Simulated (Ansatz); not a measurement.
# H2NSiTe (charge -1): molecular dynamics

Purpose: to follow the molecule's vibrations and see whether its bonds hold. The start is relaxed first. Runs: 150 steps of 0.5 fs at constant energy, with velocities drawn for 500 K; 150 steps of 0.5 fs at constant energy, with velocities drawn for 200 K. SMILES of the start: [N-]1[SiH2][Te]1.

All numbers below are computed with Ansatz 0.2.0 (RKS PBE0/def2-SVP).

## (1) The system as given

Bond lengths: N1–Si2 1.623 Å, N1–Te3 2.267 Å, Si2–Te3 2.496 Å, Si2–H4 1.485 Å, Si2–H5 1.484 Å. Angles: N1–Si2–Te3 62.6°, N1–Si2–H4 127.0°, N1–Si2–H5 127.0°, Te3–Si2–H4 114.2°, Te3–Si2–H5 114.2°, H4–Si2–H5 103.3°, Si2–N1–Te3 77.9°, N1–Te3–Si2 39.5°.

Coordinates:

```xyz
5

N     0.9555   -1.0895    0.2437
Si    0.1544    0.2079   -0.3115
Te   -0.8519   -1.0261    1.6104
H    -0.7141    0.2743   -1.5139
H     0.4562    1.6335   -0.0289
```

## (2) Relaxing the start

Input file input.yaml:

```yaml
crystal:
  periodic: [false, false, false]
  atoms:
    - { symbol: "N", position_ang: [0.95546, -1.08954, 0.24375] }
    - { symbol: Si, position_ang: [0.15439, 0.20785, -0.31145] }
    - { symbol: Te, position_ang: [-0.85193, -1.02615, 1.61043] }
    - { symbol: H, position_ang: [-0.71412, 0.27433, -1.51386] }
    - { symbol: H, position_ang: [0.45621, 1.63351, -0.02887] }
total_charge: -1
basis:
  gaussian: { orbitals: def2-SVP }
hamiltonian:
  xc: pbe0
relax:
  f_tol: 0.02
  max_steps: 40
scf:
  lower_state_search: "off"
```

Launch:

```sh
> ansatz run input.yaml --threads 1 --pin off --max-ram 2048MiB --backend cpu --events-out ev --progress --plain --runs-dir out
```

The program printed, cut to the lines that bear on the results:

```text
Warning: RAYON_NUM_THREADS=1 ignored (pool sized by the plan → 1); use --threads N
[...]
Functional definition: PBE0
[...]
815 factors; integrals over basis functions are off by at most 3.0e-4 eV
[...]
mean field -16684.22837159 eV, -613.1340836798 hartree, gradient 4.1e-6 eV, S^2 0.000000; 0 other end points of the search recorded, 0 dependent functions left out
[...]
reference -16684.22839471 eV, -613.1340845294 hartree; 24, 24 occupied and 44, 44 virtual orbitals, 815 factors
relax step   1: F+E_penalty+E_count = -16684.22837159 eV  Δ(F+E_penalty+E_count) = +0.000e0 eV  max|allowed force component| = 1.644e0 eV/Å  Δτ_max = 0.0000 Å  (14 SCF iters, accepted)
[...]
relax step   3: F+E_penalty+E_count = -16684.32546656 eV  Δ(F+E_penalty+E_count) = -1.929e-2 eV  max|allowed force component| = 1.136e-1 eV/Å  Δτ_max = 0.0307 Å  (21 SCF iters, accepted)
[...]
relax step   4: F+E_penalty+E_count = -16684.32671286 eV  Δ(F+E_penalty+E_count) = -1.246e-3 eV  max|allowed force component| = 1.246e-2 eV/Å  Δτ_max = 0.0108 Å  (15 SCF iters, accepted)
Total energy: -16684.32673620 eV, -613.1376985126 hartree
Atom 0 at     0.977907    -1.119165     0.253399 Å, force    -0.005521     0.005486    -0.000623 eV/Å
Atom 1 at     0.102516     0.216012    -0.278486 Å, force     0.004415     0.009928    -0.012463 eV/Å
Atom 2 at    -0.844786    -1.039275     1.616916 Å, force    -0.000535    -0.001573     0.001800 eV/Å
Atom 3 at    -0.717224     0.275199    -1.556526 Å, force     0.002738    -0.004644     0.008129 eV/Å
Atom 4 at     0.481596     1.667230    -0.035303 Å, force    -0.001097    -0.009198     0.003157 eV/Å
Dipole moment:    -0.516459     0.137599     0.281140 e Å
Checks for a lower state left out: stability, starts, cluster_reference, orbital_swaps, neighbouring_geometries, increment
```

It took 11 s on 1 thread of Intel Xeon Platinum 8259CL at 2.50GHz (Skylake/Cascade Lake), shared host; peak memory 0.14 GiB.

Step by step:

```csv
step,energy from step 1 (eV),largest force component (eV/Å)
1,0.0000,1.6436
2,-0.0778,0.8453
3,-0.0971,0.1136
4,-0.0983,0.0125
```

Step 1 is the start.

After: Bond lengths: N1–Si2 1.683 Å, N1–Te3 2.278 Å, Si2–Te3 2.463 Å, Si2–H4 1.519 Å, Si2–H5 1.519 Å. Angles: N1–Si2–Te3 63.4°, N1–Si2–H4 125.3°, N1–Si2–H5 125.3°, Te3–Si2–H4 117.4°, Te3–Si2–H5 117.4°, H4–Si2–H5 103.4°, Si2–N1–Te3 75.2°, N1–Te3–Si2 41.4°.

## (3) Run 1

150 steps of 0.5 fs at constant energy, with velocities drawn for 500 K, from the relaxed start.

Input file input.yaml:

```yaml
crystal:
  periodic: [false, false, false]
  atoms:
    - { symbol: "N", position_ang: [0.977907, -1.119165, 0.253399] }
    - { symbol: Si, position_ang: [0.102516, 0.216012, -0.278486] }
    - { symbol: Te, position_ang: [-0.844786, -1.039275, 1.616916] }
    - { symbol: H, position_ang: [-0.717224, 0.275199, -1.556526] }
    - { symbol: H, position_ang: [0.481596, 1.66723, -0.035303] }
total_charge: -1
basis:
  gaussian: { orbitals: def2-SVP }
hamiltonian:
  xc: pbe0
md:
  timestep: 0.5
  n_steps: 150
  ensemble: nve
  temperature: 500.0
  initial_velocities: maxwell_boltzmann
  seed: 83823
scf:
  lower_state_search: "off"
```

Launch:

```sh
> ansatz run input.yaml --threads 1 --pin off --max-ram 2048MiB --backend cpu --events-out ev --progress --plain --runs-dir out
```

The program printed, cut to the lines that bear on the results:

```text
Warning: RAYON_NUM_THREADS=1 ignored (pool sized by the plan → 1); use --threads N
[...]
Functional definition: PBE0
[...]
817 factors; integrals over basis functions are off by at most 3.7e-4 eV
[...]
mean field -16684.32671282 eV, -613.1376976535 hartree, gradient 4.9e-6 eV, S^2 0.000000; 0 other end points of the search recorded, 0 dependent functions left out
[...]
reference -16684.32673617 eV, -613.1376985116 hartree; 24, 24 occupied and 44, 44 virtual orbitals, 817 factors
md step     0: t =     0.00 fs  T =   500.0 K  F+E_penalty+E_count = -16684.32671282 eV  E_kin = 0.193890 eV  conserved = -16684.13282283 eV  (14 SCF iters)
[...]
md step    19: t =     9.50 fs  T =   259.8 K  F+E_penalty+E_count = -16684.23343509 eV  E_kin = 0.100744 eV  conserved = -16684.13269109 eV  (16 SCF iters)
[...]
md step    38: t =    19.00 fs  T =   124.0 K  F+E_penalty+E_count = -16684.18077145 eV  E_kin = 0.048098 eV  conserved = -16684.13267348 eV  (17 SCF iters)
[...]
md step    57: t =    28.50 fs  T =    70.3 K  F+E_penalty+E_count = -16684.15989555 eV  E_kin = 0.027248 eV  conserved = -16684.13264727 eV  (16 SCF iters)
[...]
md step    74: t =    37.00 fs  T =   219.2 K  F+E_penalty+E_count = -16684.21768905 eV  E_kin = 0.085012 eV  conserved = -16684.13267707 eV  (16 SCF iters)
md step    75: t =    37.50 fs  T =   233.2 K  F+E_penalty+E_count = -16684.22312427 eV  E_kin = 0.090427 eV  conserved = -16684.13269681 eV  (16 SCF iters)
```

## (4) The log goes on: dynamics from the start

The log, continued, cut to the lines that bear on the results:

```text
md step    76: t =    38.00 fs  T =   248.0 K  F+E_penalty+E_count = -16684.22889836 eV  E_kin = 0.096178 eV  conserved = -16684.13272002 eV  (16 SCF iters)
[...]
md step    94: t =    47.00 fs  T =   422.9 K  F+E_penalty+E_count = -16684.29675147 eV  E_kin = 0.163993 eV  conserved = -16684.13275860 eV  (16 SCF iters)
[...]
md step   112: t =    56.00 fs  T =   367.5 K  F+E_penalty+E_count = -16684.27531542 eV  E_kin = 0.142527 eV  conserved = -16684.13278860 eV  (16 SCF iters)
[...]
md step   130: t =    65.00 fs  T =   140.0 K  F+E_penalty+E_count = -16684.18702176 eV  E_kin = 0.054281 eV  conserved = -16684.13274096 eV  (15 SCF iters)
[...]
md step   148: t =    74.00 fs  T =   131.5 K  F+E_penalty+E_count = -16684.18369495 eV  E_kin = 0.050980 eV  conserved = -16684.13271480 eV  (15 SCF iters)
[...]
md step   149: t =    74.50 fs  T =   130.8 K  F+E_penalty+E_count = -16684.18341831 eV  E_kin = 0.050721 eV  conserved = -16684.13269767 eV  (15 SCF iters)
[...]
md step   150: t =    75.00 fs  T =   131.0 K  F+E_penalty+E_count = -16684.18346639 eV  E_kin = 0.050784 eV  conserved = -16684.13268245 eV  (15 SCF iters)
Total energy: -16684.18348936 eV, -613.1324342884 hartree
Atom 0 at     0.891336    -1.146228     0.312044 Å, force     1.019605    -0.110625    -0.432085 eV/Å
Atom 1 at     0.079647     0.202347    -0.254434 Å, force     0.190334     0.811115    -0.439923 eV/Å
Atom 2 at    -0.830656    -1.033187     1.604368 Å, force    -1.178100    -0.422421     1.037003 eV/Å
Atom 3 at    -0.422776     0.255400    -1.692557 Å, force    -0.101866     0.109428     0.170451 eV/Å
Atom 4 at     0.238613     1.673172     0.204040 Å, force     0.070026    -0.387496    -0.335446 eV/Å
Dipole moment:    -0.495087     0.120398     0.257562 e Å
Checks for a lower state left out: stability, starts, cluster_reference, orbital_swaps, neighbouring_geometries, increment
```

Wall time 5.6 min (1 thread of Intel Xeon Platinum 8259CL at 2.50GHz (Skylake/Cascade Lake), shared host); peak memory 0.14 GiB.

## (5) Frames and traces

One step in 8; energies are changes from step 0:

```csv
time (fs),T (K),potential energy change (meV/atom),total energy change (meV/atom)
0.0,500,0.0,0.00
4.0,418,6.4,0.03
8.0,315,14.3,0.02
12.0,194,23.8,0.03
16.0,179,24.9,0.01
20.0,111,30.2,0.03
24.0,105,30.7,0.01
28.0,66,33.7,0.04
32.0,145,27.5,0.01
36.0,197,23.6,0.03
40.0,299,15.6,0.01
44.0,346,12.0,0.03
48.0,443,4.4,0.01
52.0,422,6.1,0.02
56.0,368,10.3,0.01
60.0,217,22.0,0.03
64.0,151,27.1,0.02
68.0,101,30.9,0.03
72.0,130,28.7,0.01
75.0,131,28.6,0.03
```

time (fs), T (K) and a bar:
```
      0.0        500 ##############################
      3.5        430 #########################
      6.5        362 ####################
     10.0        242 ############
     13.0        186 ########
     16.5        173 #######
     19.5        116 ###
     23.0        110 ##
     26.0         78 
     29.5         86 #
     32.5        155 #####
     36.0        197 ########
     39.0        277 ##############
     42.5        326 ##################
     45.5        381 ######################
     49.0        452 ###########################
     52.0        422 ########################
     55.5        380 #####################
     58.5        274 ##############
     62.0        172 #######
     65.0        140 ####
     68.5        100 ##
     71.5        126 ###
     75.0        131 ####
```

## (6) Snapshots as a file

Extended XYZ, with forces in eV/Å:

```xyz
5
time_fs=9.5 T=260 dE=0.0933
N     1.030   -1.078    0.190    0.047   -0.877    0.727
Si    0.119    0.216   -0.283   -0.111    0.872   -0.500
Te   -0.855   -1.043    1.626    0.510    0.168   -0.409
H    -0.779    0.227   -1.512   -0.068    0.128    0.069
H     0.702    1.654   -0.244   -0.378   -0.291    0.113
5
time_fs=19.0 T=124 dE=0.1459
N     1.079   -1.080    0.165   -0.757   -0.033    0.480
Si    0.131    0.231   -0.301   -0.192   -0.861   -0.003
Te   -0.863   -1.046    1.633    0.841    0.279   -0.666
H    -0.894    0.266   -1.426    0.029    0.009   -0.009
H     0.703    1.603   -0.338    0.079    0.606    0.197
5
time_fs=28.0 T=66 dE=0.1683
N     1.086   -1.088    0.170   -0.998    0.394    0.201
Si    0.140    0.233   -0.319    0.042    0.036    0.587
Te   -0.864   -1.047    1.635    0.935    0.270   -0.723
H    -0.970    0.316   -1.352    0.169   -0.103   -0.171
H     0.641    1.716   -0.283   -0.148   -0.597    0.106
5
time_fs=37.5 T=233 dE=0.1036
N     1.039   -1.079    0.190   -0.215   -0.415    0.382
Si    0.145    0.229   -0.321   -0.953   -0.284    0.391
Te   -0.860   -1.047    1.633    0.749    0.232   -0.662
H    -0.920    0.293   -1.408    0.226   -0.021   -0.125
H     0.545    1.649   -0.128    0.193    0.488    0.014
5
time_fs=47.0 T=423 dE=0.0300
N     0.977   -1.092    0.232    0.267   -0.588    0.290
Si    0.128    0.226   -0.310   -0.411    0.472    0.348
Te   -0.851   -1.044    1.626    0.267    0.209   -0.416
H    -0.707    0.263   -1.576    0.019    0.128   -0.023
H     0.514    1.682   -0.006   -0.141   -0.221   -0.199
5
time_fs=56.0 T=368 dE=0.0514
N     0.930   -1.133    0.286    0.163    0.385   -0.376
Si    0.098    0.229   -0.291    0.383   -0.449   -0.049
Te   -0.840   -1.041    1.617   -0.401    0.126    0.072
H    -0.464    0.308   -1.717   -0.117   -0.062    0.278
H     0.422    1.681    0.008   -0.028    0.000    0.074
5
time_fs=65.5 T=133 dE=0.1424
N     0.893   -1.157    0.321    0.546    0.632   -0.765
Si    0.078    0.221   -0.271    0.779   -0.550   -0.026
Te   -0.832   -1.037    1.608   -1.084   -0.121    0.729
H    -0.329    0.316   -1.722   -0.324   -0.105   -0.089
H     0.308    1.671    0.070    0.083    0.144    0.151
5
time_fs=75.0 T=131 dE=0.1432
N     0.891   -1.146    0.312    1.020   -0.111   -0.432
Si    0.080    0.202   -0.254    0.190    0.811   -0.440
Te   -0.831   -1.033    1.604   -1.178   -0.422    1.037
H    -0.423    0.255   -1.693   -0.102    0.109    0.171
H     0.239    1.673    0.204    0.070   -0.388   -0.335
```

On run 1: The temperature starts at 500 K and averages 269 K in the second half, where it ranges from 100 to 452 K; a mean near half the start is what vibrations about a minimum give, since they share energy equally between motion and strain. The total energy strays from its start by at most 0.04 meV/atom, 0.2 % of the mean kinetic energy, so a step of 0.5 fs is short enough over this time. No bond forms or breaks.

## (7) Run 2

150 steps of 0.5 fs at constant energy, with velocities drawn for 200 K, from the relaxed start. H is given a mass of 2.014 u.

input.yaml: that of step 3 with these lines changed.

```diff
@@ -17,5 +17,6 @@
   ensemble: nve
-  temperature: 500.0
+  temperature: 200.0
   initial_velocities: maxwell_boltzmann
-  seed: 83823
+  seed: 288245
+  masses: [{ species: H, mass: 2.014 }]
 scf:
```

Launch:

```sh
> ansatz run input.yaml --threads 1 --pin off --max-ram 2048MiB --backend cpu --events-out ev --progress --plain --runs-dir out
```

The program printed, cut to the lines that bear on the results:

```text
Warning: RAYON_NUM_THREADS=1 ignored (pool sized by the plan → 1); use --threads N
[...]
Functional definition: PBE0
[...]
817 factors; integrals over basis functions are off by at most 3.7e-4 eV
[...]
mean field -16684.32671282 eV, -613.1376976535 hartree, gradient 4.9e-6 eV, S^2 0.000000; 0 other end points of the search recorded, 0 dependent functions left out
[...]
reference -16684.32673617 eV, -613.1376985116 hartree; 24, 24 occupied and 44, 44 virtual orbitals, 817 factors
md step     0: t =     0.00 fs  T =   200.0 K  F+E_penalty+E_count = -16684.32671282 eV  E_kin = 0.077556 eV  conserved = -16684.24915682 eV  (14 SCF iters)
[...]
md step    19: t =     9.50 fs  T =   116.9 K  F+E_penalty+E_count = -16684.29445679 eV  E_kin = 0.045349 eV  conserved = -16684.24910798 eV  (15 SCF iters)
[...]
md step    38: t =    19.00 fs  T =    67.2 K  F+E_penalty+E_count = -16684.27515893 eV  E_kin = 0.026073 eV  conserved = -16684.24908543 eV  (15 SCF iters)
[...]
md step    57: t =    28.50 fs  T =    16.6 K  F+E_penalty+E_count = -16684.25548837 eV  E_kin = 0.006446 eV  conserved = -16684.24904255 eV  (16 SCF iters)
[...]
md step    74: t =    37.00 fs  T =    90.9 K  F+E_penalty+E_count = -16684.28435162 eV  E_kin = 0.035252 eV  conserved = -16684.24909952 eV  (15 SCF iters)
md step    75: t =    37.50 fs  T =    85.9 K  F+E_penalty+E_count = -16684.28241512 eV  E_kin = 0.033327 eV  conserved = -16684.24908821 eV  (15 SCF iters)
```

## (8) More of the same log: dynamics from the start

The log, continued, cut to the lines that bear on the results:

```text
md step    76: t =    38.00 fs  T =    81.2 K  F+E_penalty+E_count = -16684.28058244 eV  E_kin = 0.031505 eV  conserved = -16684.24907755 eV  (15 SCF iters)
[...]
md step    94: t =    47.00 fs  T =   138.1 K  F+E_penalty+E_count = -16684.30267513 eV  E_kin = 0.053557 eV  conserved = -16684.24911844 eV  (15 SCF iters)
[...]
md step   112: t =    56.00 fs  T =   168.1 K  F+E_penalty+E_count = -16684.31432400 eV  E_kin = 0.065185 eV  conserved = -16684.24913859 eV  (15 SCF iters)
[...]
md step   130: t =    65.00 fs  T =   105.2 K  F+E_penalty+E_count = -16684.28988976 eV  E_kin = 0.040800 eV  conserved = -16684.24908957 eV  (16 SCF iters)
[...]
md step   148: t =    74.00 fs  T =    52.0 K  F+E_penalty+E_count = -16684.26923956 eV  E_kin = 0.020180 eV  conserved = -16684.24905910 eV  (16 SCF iters)
[...]
md step   149: t =    74.50 fs  T =    49.9 K  F+E_penalty+E_count = -16684.26840515 eV  E_kin = 0.019343 eV  conserved = -16684.24906203 eV  (16 SCF iters)
[...]
md step   150: t =    75.00 fs  T =    49.1 K  F+E_penalty+E_count = -16684.26809404 eV  E_kin = 0.019027 eV  conserved = -16684.24906733 eV  (16 SCF iters)
Total energy: -16684.26811725 eV, -613.1355443059 hartree
Atom 0 at     0.954153    -1.139414     0.284347 Å, force     0.473316    -0.190580    -0.117232 eV/Å
Atom 1 at     0.084081     0.193564    -0.233356 Å, force    -0.365045     0.247445    -1.170422 eV/Å
Atom 2 at    -0.836004    -1.031080     1.602428 Å, force    -0.600522    -0.469336     0.915405 eV/Å
Atom 3 at    -0.775582     0.249714    -1.517616 Å, force     0.260814    -0.044237     0.265833 eV/Å
Atom 4 at     0.405829     1.627365    -0.000863 Å, force     0.231437     0.456707     0.106417 eV/Å
Dipole moment:    -0.493598     0.146386     0.305992 e Å
Checks for a lower state left out: stability, starts, cluster_reference, orbital_swaps, neighbouring_geometries, increment
```

It took 5.7 min on 1 thread of Intel Xeon Platinum 8259CL at 2.50GHz (Skylake/Cascade Lake), shared host; peak memory 0.13 GiB.

## (9) The trajectory

One step in 8; energies are changes from step 0:

```csv
time (fs),T (K),potential energy change (meV/atom),total energy change (meV/atom)
0.0,200,0.0,0.00
4.0,142,4.5,0.02
8.0,109,7.0,0.02
12.0,117,6.4,0.01
16.0,73,9.8,0.02
20.0,71,10.0,0.01
24.0,52,11.5,0.01
28.0,14,14.4,0.02
32.0,76,9.6,0.01
36.0,100,7.8,0.01
40.0,73,9.9,0.02
44.0,117,6.4,0.01
48.0,137,4.9,0.01
52.0,143,4.5,0.02
56.0,168,2.5,0.00
60.0,113,6.7,0.02
64.0,95,8.2,0.02
68.0,126,5.7,0.00
72.0,75,9.7,0.02
75.0,49,11.7,0.02
```

time (fs), T (K) and a bar:
```
      0.0        200 ##############################
      3.5        152 ######################
      6.5        109 ##############
     10.0        119 ################
     13.0        109 ##############
     16.5         70 ########
     19.5         69 ########
     23.0         64 #######
     26.0         24 
     29.5         28 #
     32.5         85 ##########
     36.0        100 #############
     39.0         74 #########
     42.5         95 ############
     45.5        133 ###################
     49.0        134 ###################
     52.0        143 ####################
     55.5        169 #########################
     58.5        140 ####################
     62.0         90 ###########
     65.0        105 ##############
     68.5        124 #################
     71.5         83 ##########
     75.0         49 ####
```

## (10) Frames from the trajectory

Positions (Å) and forces (eV/Å):

```xyz
5
time_fs=9.5 T=117 dE=0.0323
N     0.976   -1.091    0.224    0.451   -0.796    0.452
Si    0.131    0.225   -0.300   -0.953    0.341   -0.289
Te   -0.851   -1.044    1.626    0.277    0.181   -0.361
H    -0.725    0.262   -1.573    0.137    0.045    0.157
H     0.477    1.669   -0.064    0.089    0.229    0.041
5
time_fs=19.0 T=67 dE=0.0516
N     0.995   -1.101    0.218   -0.226    0.123    0.157
Si    0.136    0.242   -0.325    0.022   -0.107    0.941
Te   -0.855   -1.048    1.632    0.493    0.353   -0.688
H    -0.701    0.267   -1.561   -0.201    0.075   -0.335
H     0.500    1.730   -0.082   -0.088   -0.443   -0.075
5
time_fs=28.0 T=14 dE=0.0722
N     1.003   -1.108    0.222   -0.546    0.562   -0.024
Si    0.137    0.252   -0.328   -0.395   -1.428    0.259
Te   -0.855   -1.049    1.634    0.539    0.421   -0.780
H    -0.720    0.297   -1.624    0.264   -0.014    0.416
H     0.504    1.678   -0.115    0.138    0.459    0.129
5
time_fs=37.5 T=86 dE=0.0443
N     0.984   -1.089    0.228    0.062   -0.368    0.238
Si    0.129    0.232   -0.320   -0.057    0.562    0.594
Te   -0.853   -1.048    1.630    0.359    0.326   -0.581
H    -0.673    0.324   -1.580   -0.248   -0.092   -0.291
H     0.539    1.715   -0.112   -0.116   -0.428    0.039
5
time_fs=47.0 T=138 dE=0.0240
N     0.967   -1.090    0.247    0.379   -0.711    0.246
Si    0.115    0.222   -0.298   -0.516    0.332   -0.269
Te   -0.848   -1.044    1.623    0.092    0.183   -0.245
H    -0.691    0.313   -1.599    0.035   -0.082    0.178
H     0.544    1.647   -0.084    0.010    0.278    0.089
5
time_fs=56.0 T=168 dE=0.0124
N     0.968   -1.124    0.277   -0.134    0.294   -0.275
Si    0.092    0.221   -0.281    0.350   -0.434    0.097
Te   -0.842   -1.040    1.615   -0.156    0.036    0.081
H    -0.713    0.275   -1.578    0.056    0.046    0.159
H     0.541    1.648   -0.029   -0.117    0.058   -0.063
5
time_fs=65.5 T=111 dE=0.0346
N     0.963   -1.146    0.293   -0.138    0.562   -0.445
Si    0.078    0.210   -0.258    0.834   -0.131    0.286
Te   -0.838   -1.035    1.607   -0.424   -0.208    0.524
H    -0.730    0.251   -1.520   -0.138    0.066   -0.242
H     0.493    1.669    0.004   -0.134   -0.289   -0.123
5
time_fs=75.0 T=49 dE=0.0586
N     0.954   -1.139    0.284    0.473   -0.191   -0.117
Si    0.084    0.194   -0.233   -0.365    0.247   -1.170
Te   -0.836   -1.031    1.602   -0.601   -0.469    0.915
H    -0.776    0.250   -1.518    0.261   -0.044    0.266
H     0.406    1.627   -0.001    0.231    0.457    0.106
```

Reading of run 2. The temperature starts at 200 K and averages 114 K in the second half, where it ranges from 49 to 169 K. About half is expected from a start at a minimum: kinetic energy passes into potential energy until both shares match. The total energy strays from its start by at most 0.02 meV/atom, 0.3 % of the mean kinetic energy, which is good for a step of 0.5 fs. No bond forms or breaks.

## (11) What came out

| quantity | value |
| --- | --- |
| relaxation of the start | 3 moves, 0.098 eV lower |
| run 1: length | 150 steps of 0.5 fs |
| run 1: temperature, first and last step | 500 and 131 K |
| run 1: temperature, second half | mean 269 K, from 100 to 452 K |
| run 1: potential energy, second half | +18 meV/atom from this run's first step |
| run 1: largest change of the total energy | 0.04 meV/atom |
| run 1: bonds formed or broken | 0 |
| run 2: length | 150 steps of 0.5 fs |
| run 2: temperature, first and last step | 200 and 49 K |
| run 2: temperature, second half | mean 114 K, from 49 to 169 K |
| run 2: potential energy, second half | +7 meV/atom from this run's first step |
| run 2: largest change of the total energy | 0.02 meV/atom |
| run 2: bonds formed or broken | 0 |

What this shows: Mean temperatures of the second halves: 269 K, 114 K. No bond formed or broke in any run. 75 fs on 5 atoms is far too short and small for converged averages. The nuclei move classically, without zero-point motion, which matters most for hydrogen.
